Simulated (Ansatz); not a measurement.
# LaP: response to strain

LaP is deformed so: zz strain of +1 %. What stress and forces result, by LAPW, PAW and all-electron datasets made for the crystal?

Program: Ansatz 0.2.0. Level of theory: DFT LDA, scalar-relativistic. These are calculated values, not measurements.

### 1 The structure to begin with

Symmetry: Fm-3m, No. 225, cubic system. Conventional cell: a = 6.025 Å, b = 6.025 Å, c = 6.025 Å, α = 90.00°, β = 90.00°, γ = 90.00°. La (site symmetry m-3m) is surrounded by 6 P at 3.01 Å. P (site symmetry m-3m) has 6 La at 3.01 Å as nearest neighbours.

Coordinates:

```xyz
2
Lattice="0.0000 3.0125 3.0125 3.0125 0.0000 3.0125 3.0125 3.0125 0.0000" Properties=species:S:1:pos:R:3 pbc="T T T"
La    0.0000    0.0000    0.0000
P     3.0125    3.0125    3.0125
```

Atoms are numbered in the order of the input: La1, P2.

### 2 After the deformation

Space group Fm-3m before, I4/mmm after.

### 3 All-electron LAPW

Input file input.yaml:

```yaml
crystal:
  lattice:
    - [0.0, 3.0125, 3.042625]
    - [3.0125, 0.0, 3.042625]
    - [3.0125, 3.0125, 0.0]
  atoms:
    - { symbol: La, position: [0.0, 0.0, 0.0] }
    - { symbol: P, position: [0.5, 0.5, 0.5] }
kpoints:
  mp_grid: { grid: [10, 10, 10] }
  band_path:
    path:
      - [0.0, 0.0, 0.0]
      - [0.0, 0.5, 0.5]
      - [0.25, 0.75, 0.5]
      - [0.0, 0.5, 0.0]
      - [0.0, 0.0, 0.0]
      - [0.5, 0.5, 0.0]
      - [0.3725370062, 0.6274629938, 0.0]
      - [-0.3725370062, 0.3725370062, 0.0]
      - [0.0, 0.0, 0.0]
    npoints: 5
scf:
  occupations: { method: fermi_dirac, width: 0.03 }
hamiltonian:
  xc: lda
  pseudopotentials: { kind: all_electron, lapw: { basis_error: 0.001 } }
output:
  forces: true
  stress: true
  eigenvalues: true
```

Run with:

```sh
$ ansatz run input.yaml --threads 1 --pin off --max-ram 3072MiB --backend cpu --events-out ev --progress --plain --runs-dir out
```

### 4 Frozen-core PAW

Input file input.yaml:

```yaml
crystal:
  lattice:
    - [0.0, 3.0125, 3.042625]
    - [3.0125, 0.0, 3.042625]
    - [3.0125, 3.0125, 0.0]
  atoms:
    - { symbol: La, position: [0.0, 0.0, 0.0] }
    - { symbol: P, position: [0.5, 0.5, 0.5] }
kpoints:
  mp_grid: { grid: [10, 10, 10] }
scf:
  occupations: { method: fermi_dirac, width: 0.03 }
hamiltonian:
  xc: lda
  pseudopotentials: { kind: paw }
output:
  forces: true
  stress: true
  eigenvalues: true
  efg: { contact_densities: true }
```

### 5 Datasets made for this crystal

input.yaml, as its differences from that of step 4:

```diff
@@ -14,3 +14,3 @@
   xc: lda
-  pseudopotentials: { kind: paw }
+  pseudopotentials: { kind: all_electron, datasets: crystal }
 output:
```

(Steps that only read results are left out.)

What does the calculation give? Wanted: pressure; largest shear or deviatoric stress.

The runs gave:

```
                                 quantity                                              value
                                 pressure  LAPW -3.85, PAW -3.88, crystal datasets -3.85 GPa
largest shear or deviatoric stress (LAPW)                                           0.83 GPa
```

**Reading.** The largest part of the stress beyond the pressure is 0.83 GPa in size, in the zz component; the atoms are carried along and not relaxed. No run of the undeformed cell stands beside it, so the pressure holds what the given cell had before the change. PAW: stress within 0.03 GPa of LAPW. Crystal datasets: stress within 0.01 GPa of LAPW. Spin-orbit coupling is left out, though the cell holds La; in elements this heavy it can shift bands and gaps by tenths of an eV.
